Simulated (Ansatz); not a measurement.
# C2HBr2F: a ladder of functionals and wavefunction methods

The task here is to estimate one member of a computed series from the others.

The runs use Ansatz 0.2.0, Gaussian basis; functionals in def2-TZVPP, the program's frozen cores in correlated methods.

Plan: LDA (SPW92), PBE-D4, revPBE-D4, BLYP-D4, r2SCAN-D4, B97M-V, PBE0-D4, B3LYP-D4, r2SCANh-D4, r2SCAN0-D4, HSE06-D4, BHLYP-D4, CAM-B3LYP-D4, LC-ωPBE, ωB97X-V, ωB97M-V, B2PLYP, PBE-QIDH; CCSD(T)/def2-SVP; CCSD(T)/def2-TZVPP; MP2/def2-QZVPP; extrapolation to the limit; RPA on PBE.

### Structure used throughout

The geometry comes from an earlier relaxation with PBE0-D4 in a triple-zeta def2 set; it is a stationary point.

SMILES `F/C(Br)=C\Br`, 6 atoms, charge 0, spin multiplicity 1.

Atoms are counted from 1 here; the program's logs count them from 0.

Bond lengths: F1–C2 1.316 Å, C2–Br3 1.869 Å, C2–C4 1.322 Å, C4–Br5 1.865 Å, C4–H6 1.078 Å. Angles: F1–C2–Br3 113.3°, F1–C2–C4 123.8°, Br3–C2–C4 122.9°, C2–C4–Br5 122.3°, C2–C4–H6 121.4°, Br5–C4–H6 116.3°.

Set-up of the first run:

The input, in.yaml:

```yaml
crystal:
  periodic: [false, false, false]
  atoms:
    - {symbol: F, position_ang: [1.700982, 0.324620, 0.036047]}
    - {symbol: C, position_ang: [0.468655, 0.062312, 0.415137]}
    - {symbol: Br, position_ang: [0.275364, -0.059351, 2.269728]}
    - {symbol: C, position_ang: [-0.539895, -0.100871, -0.423805]}
    - {symbol: Br, position_ang: [-0.327454, 0.024153, -2.272896]}
    - {symbol: H, position_ang: [-1.535553, -0.314863, -0.070409]}
basis:
  gaussian: {orbitals: def2-TZVPP}
hamiltonian: {xc: lda}
output: {orbitals: {seedname: orbitals}}
```

Run with:

```bash
ansatz run in.yaml --threads 4 --pin off --events-out ev --progress --plain --max-ram 10444MiB
```

Among the steps run: LDA; PBE-D4 (GGA); revPBE-D4 (GGA); BLYP-D4 (GGA); r2SCAN-D4 (meta-GGA); B97M-V (meta-GGA); PBE0-D4 (hybrid); B3LYP-D4 (hybrid); r2SCANh-D4 (hybrid); r2SCAN0-D4 (hybrid); HSE06-D4 (hybrid); BHLYP-D4 (hybrid); CAM-B3LYP-D4 (range-separated); LC-ωPBE (range-separated); ωB97X-V (range-separated); ωB97M-V (range-separated); B2PLYP (double hybrid); PBE-QIDH (double hybrid).

One table of the session follows, with a row left open; its other results are not shown here.

It belongs to the step «Orbital energies across the functionals». 

```
  functional  HOMO (eV)  gap (eV)
 LDA (SPW92)      -6.30      4.25
      PBE-D4      -6.11      4.30
   revPBE-D4      -6.04      4.32
     BLYP-D4      -5.95      4.25
   r2SCAN-D4      -6.36      4.73
      B97M-V      -6.41      4.95
     PBE0-D4          ?         ?
    B3LYP-D4      -7.06      6.00
  r2SCANh-D4      -6.79      5.54
  r2SCAN0-D4      -7.45      6.75
    HSE06-D4      -6.90      5.71
    BHLYP-D4      -8.32      8.63
CAM-B3LYP-D4      -8.57      8.92
     LC-ωPBE      -9.90     11.52
     ωB97X-V      -9.53     11.02
     ωB97M-V      -9.41     10.76
```

Estimate the missing values for PBE0-D4.

**Answer.** HOMO (eV): -7.29; gap (eV): 6.49. In the column «HOMO (eV)» it lies between r2SCAN0-D4 (-7.45) and B3LYP-D4 (-7.06).
